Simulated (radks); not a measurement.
**The Coulomb parameter U of the 5d shell of Hf**

The task here is to estimate one member of a computed series from the others.

The numbers are computed with radks (a radial shooting solver on a logarithmic mesh, Libxc functionals) version 1 (scalar-relativistic Kohn-Sham, PBE, spin-unpolarised, spherical densities, finite nucleus), except any that are marked as measured or tabulated.

## The system

```
element            : hafnium (Z = 72)
charge             : 0
electrons          : 72
configuration      : [Xe] 4f14 5d0.5 6s2 6p1.5
nuclear rms radius : 5.347 fm
```

The first run:

Settings of this run:

```text
Z 72
configuration [Xe] 4f14 5d0.5 6s2 6p1.5
relativity scalar-relativistic
functional pbe,pbe
spin unpolarised
nucleus finite rms 5.347 fm
c 137.035999084
```

Steps of the session up to this table: Start: [Xe] 4f14 5d0.5 6s2 6p1.5.

One of the session's tables, all rows but one given; the rest of the session is left out.

It belongs to the step «Start: [Xe] 4f14 5d0.5 6s2 6p1.5». From the orbitals of this run (lengths in bohr):

```
level     <r>  outermost maximum (interpolated)  90 % within  nodes
   4p  0.4977                             0.458        0.724      2
   4d  0.5353                             0.471        0.804      1
   5s       ?                                 ?            ?      ?
   5p   1.328                              1.16         1.94      3
   4f  0.6745                             0.455         1.14      0
   6s   3.194                              2.76         4.68      5
   5d   2.169                              1.61         3.46      2
   6p   4.381                              3.63         6.57      4
```

**Question.** Estimate the row for 5s.

As computed: <r>: 1.131; outermost maximum (interpolated): 1.01; 90 % within: 1.63; nodes: 4. In the column «<r>» it lies between 4f (0.6745) and 5p (1.328).
